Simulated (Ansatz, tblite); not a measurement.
# ReO3Cl (ReClO3): rung by rung

An exercise on one series of results from a longer session: the logs are not shown, and one member is left open.

The runs use Ansatz 0.2.0, Gaussian basis; as each input shows.

Levels to be run: GFN1-xTB, GFN2-xTB, PBE-D4/def2-TZVP, r2SCAN-D4/def2-TZVP, B3LYP-D4/def2-TZVP, HSE06-D4/def2-TZVP, LDA/def2-TZVP, B2PLYP/def2-TZVP, r2SCAN0-D4/def2-TZVP, PBE-QIDH/def2-TZVP, CAM-B3LYP-D4/def2-TZVP, PBE-D4/def2-SVP, PBE0-D4/def2-SVP, PBE0-D4/def2-TZVPD, PBE-D4/def2-TZVPD, r2SCAN-D4/def2-TZVPD, CCSD(T)/def2-TZVPP, MP2/def2-TZVP, RPA/def2-TZVP.

## The structure

The singlet was relaxed beforehand with PBE-D4/def2-SVP.

5 atoms, charge 0, spin multiplicity 1.

Bond lengths: Re1–O2 1.715 Å, Re1–O3 1.715 Å, Re1–O4 1.715 Å, Re1–Cl5 2.263 Å. Angles: O2–Re1–O3 108.5°, O2–Re1–O4 108.5°, O2–Re1–Cl5 110.4°, O3–Re1–O4 108.5°, O3–Re1–Cl5 110.4°, O4–Re1–Cl5 110.4°.

Formally the metal is d0. Re takes a core potential in the def2 sets. No spin-orbit coupling is included.

PBE0-D4/def2-TZVP was run before; its log isn't repeated, and its numbers join the tables.

The first run:

Tight binding, by tblite at 300 K electronic temperature and without a spin-polarisation term:

```python
tblite.interface.Calculator('GFN1-xTB', numbers, positions, charge=0, uhf=0).singlepoint()
```

Tight binding, by tblite at 300 K electronic temperature and without a spin-polarisation term:

```python
tblite.interface.Calculator('GFN2-xTB', numbers, positions, charge=0, uhf=0).singlepoint()
```

start.molden holds the orbitals of an earlier run on this state, given as this run's starting guess.

File in.yaml:

```yaml
crystal:
  periodic: [false, false, false]
  atoms:
    - {symbol: Re, position_ang: [0.044149, 0.076130, 0.031694]}
    - {symbol: O, position_ang: [0.069425, 0.083485, 1.746738]}
    - {symbol: O, position_ang: [1.662082, 0.109446, -0.536865]}
    - {symbol: O, position_ang: [-0.751653, 1.496809, -0.507240]}
    - {symbol: Cl, position_ang: [-1.023994, -1.765870, -0.734318]}
basis:
  gaussian: {orbitals: def2-TZVP, initial_orbitals: start.molden}
hamiltonian: {xc: pbe, dispersion: d4}
scf: {omitted_lower_state_checks: [starts]}
output: {orbitals: {seedname: orbitals}}
```

Started as:

```
$ ansatz run in.yaml --threads 4 --pin off --events-out ev --progress --plain --max-ram 3916MiB
```

Among the steps run: PBE-D4/def2-TZVP; r2SCAN-D4/def2-TZVP; B3LYP-D4/def2-TZVP; HSE06-D4/def2-TZVP; LDA/def2-TZVP; B2PLYP/def2-TZVP; r2SCAN0-D4/def2-TZVP; PBE-QIDH/def2-TZVP; CAM-B3LYP-D4/def2-TZVP; PBE-D4/def2-SVP; PBE0-D4/def2-SVP; PBE0-D4/def2-TZVPD; PBE-D4/def2-TZVPD; r2SCAN-D4/def2-TZVPD; CCSD(T)/def2-TZVPP; MP2/def2-TZVP; RPA/def2-TZVP.

One table of the session follows, with a row left open; its other results are not shown here.

It belongs to the step «Levels side by side». 

```
                 level  HOMO (eV)  LUMO (eV)  gap (eV)
         LDA/def2-TZVP      -8.69      -4.53      4.16
       PBE-D4/def2-SVP      -8.42      -4.20      4.22
      PBE-D4/def2-TZVP          ?          ?         ?
     PBE-D4/def2-TZVPD      -8.47      -4.32      4.14
   r2SCAN-D4/def2-TZVP      -8.84      -4.32      4.52
  r2SCAN-D4/def2-TZVPD      -8.84      -4.33      4.51
    B3LYP-D4/def2-TZVP      -9.81      -3.86      5.95
      PBE0-D4/def2-SVP     -10.15      -3.66      6.49
     PBE0-D4/def2-TZVP     -10.08      -3.65      6.43
    PBE0-D4/def2-TZVPD     -10.10      -3.68      6.42
  r2SCAN0-D4/def2-TZVP     -10.38      -3.68      6.69
    HSE06-D4/def2-TZVP      -9.68      -4.03      5.65
CAM-B3LYP-D4/def2-TZVP     -11.53      -2.62      8.91
```

Estimate the missing values for PBE-D4/def2-TZVP.

As computed: HOMO (eV): -8.43; LUMO (eV): -4.28; gap (eV): 4.16. In the column «HOMO (eV)» it lies between PBE-D4/def2-TZVPD (-8.47) and PBE-D4/def2-SVP (-8.42).
